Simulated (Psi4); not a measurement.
# FH2NSn (SMILES [NH2][Sn][F]) at HF/def2-SV(P) (core potential, sweep point 1)

Aim: a geometry optimisation of FH2NSn. 

The calculation is run with Psi4 1.11.

## Step 1: The structure to begin with

FH2NSn: 5 atoms, total charge 0, spin state singlet. SMILES: `[NH2][Sn][F]`. The coordinates come from a PBE0-D4/def2-TZVP relaxation. The run starts from this shape.

Bond lengths: N1–Sn2 2.003 Å, Sn2–F3 1.951 Å, N1–H4 1.008 Å, N1–H5 1.010 Å. Angles: N1–Sn2–F3 92.0°, Sn2–N1–H4 126.2°, Sn2–N1–H5 121.8°, H4–N1–H5 112.0°.

## Step 2: A geometry optimisation at HF/def2-SV(P) (core potential, sweep point 1)

The input, fh2nsn.inp:

```
memory 1600 MB

molecule geom {
  N     -0.57239804     0.93635929    -0.74322928
  Sn     0.64042818    -0.10147829     2.68945822
  F      1.82717619    -3.35596462     1.42542042
  H     -1.41124747     2.58760198    -1.18882671
  H     -0.38966153    -0.20579117    -2.26124628
  units au
  symmetry c1
}

set basis def2-SV(P)
set puream true
set scf_type pk
set g_convergence gau_tight
set geom_maxiter 50

energy_value = optimize('hf')
```

Started as:

```console
$ psi4 fh2nsn.inp fh2nsn.out -n 1
```

**Question.** What will come out? Wanted: total energy at the end; dipole moment; HOMO energy; LUMO energy; HOMO–LUMO gap.

Computed results:

At HF/def2-SV(P) (core potential, sweep point 1):

| quantity | value |
| --- | --- |
| total energy at the end | -368.30957 Eh |
| dipole moment | 3.10 D |
| HOMO energy | -9.96 eV |
| LUMO energy | 0.96 eV |
| HOMO–LUMO gap | 10.92 eV |

In words: At the final geometry: Bond lengths: N1–Sn2 2.009 Å, Sn2–F3 1.949 Å, N1–H4 1.004 Å, N1–H5 1.006 Å. Angles: N1–Sn2–F3 91.8°, Sn2–N1–H4 126.1°, Sn2–N1–H5 122.2°, H4–N1–H5 111.7°. The optimisation took 7 steps and changed the energy by -0.001 eV.
